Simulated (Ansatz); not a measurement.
# C₂H₅AlN₂: one species, many methods

Aim: compute C₂H₅AlN₂ with functionals from several rungs and with coupled cluster, and see how far each lands from CCSD(T) at the basis-set limit for the atomisation energy.

Method: functionals in def2-TZVPP, the program's frozen cores in correlated methods; program: Ansatz 0.2.0, Gaussian basis.

Plan: LDA (SPW92), PBE-D4, revPBE-D4, BLYP-D4, r2SCAN-D4, B97M-V, PBE0-D4, B3LYP-D4, r2SCANh-D4, r2SCAN0-D4, HSE06-D4, BHLYP-D4, CAM-B3LYP-D4, LC-ωPBE, ωB97X-V, ωB97M-V, B2PLYP, PBE-QIDH; CCSD(T)/def2-SVP; CCSD(T)/def2-TZVPP; MP2/def2-QZVPP; extrapolation to the limit; RPA on PBE.

### 1 The relaxed structure

An earlier PBE0-D4 in a triple-zeta def2 set relaxation fixed the geometry.

10 atoms, charge 0, spin multiplicity 1.

Atoms are counted from 1 here; the program's logs count them from 0.

Bond lengths: N1–C2 1.333 Å, N1–H6 1.008 Å, N1–H7 1.008 Å, C2–C3 1.219 Å, C3–Al4 1.883 Å, Al4–N5 1.767 Å, Al4–H8 1.580 Å, N5–H9 1.007 Å, N5–H10 1.007 Å. Angles: C2–N1–H6 116.8°, C2–N1–H7 116.9°, H6–N1–H7 113.9°, N1–C2–C3 177.6°, C2–C3–Al4 178.1°, C3–Al4–N5 119.1°, C3–Al4–H8 122.6°, N5–Al4–H8 118.3°, Al4–N5–H9 124.5°, Al4–N5–H10 125.0°, H9–N5–H10 110.5°.

### 2 LDA

This LDA is Slater exchange with PW92 correlation.

in.yaml reads:

```yaml
crystal:
  periodic: [false, false, false]
  atoms:
    - {symbol: N, position_ang: [1.964372, -0.935321, -2.003259]}
    - {symbol: C, position_ang: [1.077640, -0.681063, -1.041423]}
    - {symbol: C, position_ang: [0.304272, -0.434674, -0.131858]}
    - {symbol: Al, position_ang: [-0.880659, -0.110301, 1.294567]}
    - {symbol: N, position_ang: [-1.574607, 1.503260, 1.485704]}
    - {symbol: H, position_ang: [2.113599, -1.903667, -2.239500]}
    - {symbol: H, position_ang: [1.964369, -0.316139, -2.798386]}
    - {symbol: H, position_ang: [-1.289395, -1.228980, 2.333107]}
    - {symbol: H, position_ang: [-2.214439, 1.766212, 2.216997]}
    - {symbol: H, position_ang: [-1.381952, 2.289472, 0.887050]}
basis:
  gaussian: {orbitals: def2-TZVPP}
hamiltonian: {xc: lda}
output: {orbitals: {seedname: orbitals}}
```

The run is started by

```
> ansatz run in.yaml --threads 2 --pin off --events-out ev --progress --plain --max-ram 4352MiB
```

Further steps of the session: PBE-D4 (GGA); revPBE-D4 (GGA); BLYP-D4 (GGA); r2SCAN-D4 (meta-GGA); B97M-V (meta-GGA); B3LYP-D4 (hybrid); r2SCANh-D4 (hybrid); r2SCAN0-D4 (hybrid); HSE06-D4 (hybrid); BHLYP-D4 (hybrid); CAM-B3LYP-D4 (range-separated); LC-ωPBE (range-separated); ωB97X-V (range-separated); ωB97M-V (range-separated); B2PLYP (double hybrid); PBE-QIDH (double hybrid); CCSD(T) in def2-SVP; CCSD(T) in def2-TZVPP; MP2 in def2-QZVPP; RPA on PBE orbitals.

Before running them: what should the planned runs give, taken together? Wanted: atomisation energy, CCSD(T)/CBS; farthest beyond LDA; mean size of error, GGA; mean size of error, meta-GGA; mean size of error, hybrid; mean size of error, range-separated; mean size of error, double hybrid; gap, smallest and largest; T1 diagnostic.

**Answer**, as computed:

| quantity | value |
| --- | --- |
| atomisation energy, CCSD(T)/CBS | 900.0 kcal/mol |
| functionals within 4.5 kcal/mol (0.5 %) | revPBE-D4, r2SCAN-D4, PBE0-D4, HSE06-D4, LC-ωPBE, ωB97X-V |
| farthest beyond LDA | BHLYP-D4 (-29.9 kcal/mol) |
| mean size of error, GGA | 13.2 kcal/mol |
| mean size of error, meta-GGA | 3.5 kcal/mol |
| mean size of error, hybrid | 11.5 kcal/mol |
| mean size of error, range-separated | 4.3 kcal/mol |
| mean size of error, double hybrid | 6.4 kcal/mol |
| gap, smallest and largest | 4.22 eV (LDA (SPW92)), 10.80 eV (LC-ωPBE) |
| T1 diagnostic | 0.0130 |
| triples share of the correlation energy | 4.3 % |

**Reading.** The LDA atomisation energy is off by 140.5 kcal/mol (16 %): it overbinds. PBE-D4 is off by +28.0 kcal/mol. Double hybrids carry the basis error of their MP2 part in triple zeta, and no dispersion term here, so their miss is partly the set-up's. The rungs meta-GGA, range-separated miss on average by less than the doubt on the reference (4.5 kcal/mol), so they tie. Misses under about 4.5 kcal/mol are within the doubt on the reference itself, which lacks core-valence correlation, relativity and higher excitations. Hartree-Fock recovers 68 % of the binding; the rest is correlation. CCSD(T) in def2-SVP is off by -60.5 kcal/mol, worse than the median functional, from the basis alone. Orbital gaps span 4.2 to 10.8 eV; exact exchange widens them.
